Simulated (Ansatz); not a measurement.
# BGeP (singlet): the correlation ladder, cc-pVDZ

The task here is to estimate one member of a computed series from the others.

Computed with Ansatz 0.2.0, Gaussian basis. Level: cc-pVDZ, core rule «outside noble gas», up to 20 orbitals frozen.

The runs, in order: UHF; CCSD(T) on RHF; CCSD(T) on UHF; BCCD(T) on RHF; CISD; CCSDT(Q) on RHF; CCSDT(Q) on UHF; CCSDTQ on RHF.

2 further runs of the same task are left out: 2 set aside as unsound or not needed. Runs told in other sessions of the task aren't counted.

## The geometry

The geometry is a PBE0/def2-TZVP stationary point (not a proven minimum). No spin-orbit coupling is included. The filled d shell of Ge may be among the frozen orbitals whatever the setting's name suggests.

3 atoms, charge 0, spin multiplicity 1.

Atoms are counted from 1 here; the program's logs count them from 0.

Bond lengths: B1–Ge2 1.927 Å, B1–P3 1.711 Å, Ge2–P3 2.563 Å. Angles: Ge2–B1–P3 89.4°, B1–Ge2–P3 41.9°, B1–P3–Ge2 48.8°.

Set-up of the first run:

in.yaml reads:

```yaml
crystal:
  periodic: [false, false, false]
  atoms:
    - {symbol: B, position_ang: [0.000000, -1.127712, -0.672282]}
    - {symbol: Ge, position_ang: [0.000000, 0.073087, 0.835035]}
    - {symbol: P, position_ang: [0.000000, 0.222209, -1.723681]}
basis:
  gaussian: {orbitals: cc-pVDZ}
magnetization: {spin_polarized: true, initial_magnetization: 0}
hamiltonian: {xc: hf}
output: {orbitals: {seedname: orbitals}}
```

Started as:

```bash
$ ansatz run in.yaml --threads 1 --pin off --events-out ev --progress --plain --max-ram 4096MiB --backend cpu
```

Steps of the session up to this table: UHF; CCSD(T) on RHF; CCSD(T) on UHF; BCCD(T) on RHF; CISD; CCSDT(Q) on RHF; CCSDT(Q) on UHF; CCSDTQ on RHF.

One of the session's tables, all rows but one given; the rest of the session is left out.

```
   method  from RCCSDTQ (kcal/mol)
      RHF                  +195.46
      UHF                  +194.41
     RMP2                   +28.28
     CISD                   +35.50
    RCCSD                   +14.03
 RCCSD(T)                    +1.68
  BCCD(T)                    +1.58
   RCCSDT                    +1.25
RCCSDT(Q)                        ?
  RCCSDTQ                        0
```

**Question.** Estimate the row for RCCSDT(Q).

**Answer.** from RCCSDTQ (kcal/mol): -0.09. In the column «from RCCSDTQ (kcal/mol)» it is the lowest.
